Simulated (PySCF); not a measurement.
Molecule: SiAlCl2H3, in a box.

```
Si Al Cl H
1.0
    13.00000    0.00000    0.00000
     0.00000   14.00000    0.00000
     0.00000    0.00000   12.00000
Si Al Cl H
1 1 2 3
Direct
  0.44522 0.61518 0.46933
  0.51696 0.46003 0.51721
  0.65484 0.44959 0.60613
  0.44543 0.33201 0.47208
  0.34716 0.60476 0.40681
  0.42575 0.67099 0.57274
  0.52002 0.66900 0.39954
```

Program: PySCF 2.14.0. Alike in all runs: task atomic charges; potentials or basis 6-31g* (all-electron); no spin polarisation; cell as given; k mesh 1 × 1 × 1; smearing fixed.

Order these runs on this cell by their band gap on the k mesh, lowest first.
A. level B3PW91+D4; three-body dispersion term yes; exxdiv ewald
B. level TPSSh+D4; three-body dispersion term yes; exxdiv ewald
C. level TPSS+D3; three-body dispersion term no
D. level RPBE

D (4.69 eV), C (4.89 eV), B (5.63 eV), A (6.21 eV).

Caveats: this is a molecule in a periodic box at the Γ point, so its band gap is the HOMO-LUMO gap; the basis of atomic orbitals isn't converged, which shifts pressures, moduli and gaps.

Runs at the PBE level aren't shown here.
